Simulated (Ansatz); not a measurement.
# Bi2W (fluorite type): a relaxation

The task is a relaxation on Bi2W (fluorite type). The structure is shown as the input types it.

Program: Ansatz 0.2.0. Level of theory: DFT, PBE, PAW with Ansatz's default frozen-core files, scalar-relativistic. These are calculated values, not measurements.

## Step 1: The system as given

It takes space group Fm-3m (No. 225, cubic). Conventional cell: a = 6.808 Å, b = 6.808 Å, c = 6.808 Å, α = 90.00°, β = 90.00°, γ = 90.00°. W (site symmetry m-3m) has 8 Bi at 2.95 Å as nearest neighbours. Bi (site symmetry -43m) is surrounded by 4 W at 2.95 Å.

Structure file:

```cif
data_structure
_symmetry_space_group_name_H-M 'P 1'
_symmetry_Int_Tables_number 1
_cell_length_a 4.8139
_cell_length_b 4.8139
_cell_length_c 4.8139
_cell_angle_alpha 60.000
_cell_angle_beta 60.000
_cell_angle_gamma 60.000
_cell_volume 78.88
loop_
_atom_site_label
_atom_site_type_symbol
_atom_site_fract_x
_atom_site_fract_y
_atom_site_fract_z
_atom_site_occupancy
W1 W 0.00000 0.00000 0.00000 1
Bi1 Bi 0.25000 0.25000 0.25000 1
Bi2 Bi 0.75000 0.75000 0.75000 1
```

## Step 2: Input and run

Input file input.yaml:

```yaml
crystal:
  lattice:
    - [0.0, 3.4039354034, 3.4039354034]
    - [3.4039354034, 0.0, 3.4039354034]
    - [3.4039354034, 3.4039354034, 0.0]
  atoms:
    - { symbol: W, position: [0.0, 0.0, 0.0] }
    - { symbol: Bi, position: [0.25, 0.25, 0.25] }
    - { symbol: Bi, position: [0.75, 0.75, 0.75] }
kpoints:
  mp_grid: { grid: [1, 1, 1] }
scf:
  occupations: { method: fermi_dirac, width: 0.08 }
  max_iter: 60
hamiltonian:
  xc: pbe
  pseudopotentials: { kind: paw }
output:
  forces: true
  stress: true
relax:
  f_tol: 0.005
  max_steps: 80
  cell: {}
```

Command:

```console
$ ansatz run input.yaml --threads 1 --pin off --max-ram 3072MiB --backend cpu --events-out ev --progress --plain --runs-dir out
```

Q: Will this input give a usable result? If not, why, and what should change?

This run ends as converged. That alone doesn't make the input a sound one.

Look at the input: kpoints.mp_grid.grid is [1, 1, 1]. Band dispersion is ignored when only one k-point is used.

Run again and compare: set kpoints.mp_grid.grid to [10, 10, 10].
